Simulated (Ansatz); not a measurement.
Input of an Ansatz 0.2.0 run:

The input input.yaml:

```yaml
crystal:
  lattice:
    - [3.84033585, 0.0, 0.0]
    - [0.0, 3.84033585, 0.0]
    - [0.0, 0.0, 3.84033585]
  atoms:
    - { symbol: Ir, position: [0.502397, 0.506472, -0.00066] }
    - { symbol: Ir, position: [0.001147, 0.492051, 0.495043] }
    - { symbol: Ir, position: [0.5009, -0.005947, 0.505239] }
    - { symbol: Rh, position: [0.010982, 0.003882, -0.005252] }
kpoints:
  mp_grid: { grid: [7, 7, 7] }
scf:
  occupations: { method: fermi_dirac, width: 0.05 }
hamiltonian:
  xc: pbesol
  pseudopotentials: { kind: all_electron, lapw: { basis_error: 0.001 } }
output:
  forces: true
  stress: true
  eigenvalues: true
  populations: true
```

Potentials or basis: all-electron LAPW, scalar-relativistic.

The run is started by

```console
$ ansatz run input.yaml --threads 2 --pin off --max-ram 8192MiB --backend cpu --events-out ev --progress --plain --runs-dir out
```

Problem. Estimate the largest force.

Solution. 0.543 eV/Å.

Problem. Predict the pressure.

Solution. -5.8 GPa.

Problem. What does it give for the band gap on the k mesh?

Solution. None (metal or under the smearing width).

Stress tensor (GPa, compression positive):
```
-6.02 -0.06 -0.20
-0.06 -5.87 -0.16
-0.20 -0.16 -5.64
```

The run has no spin-orbit coupling, so splittings on Ir are missing.
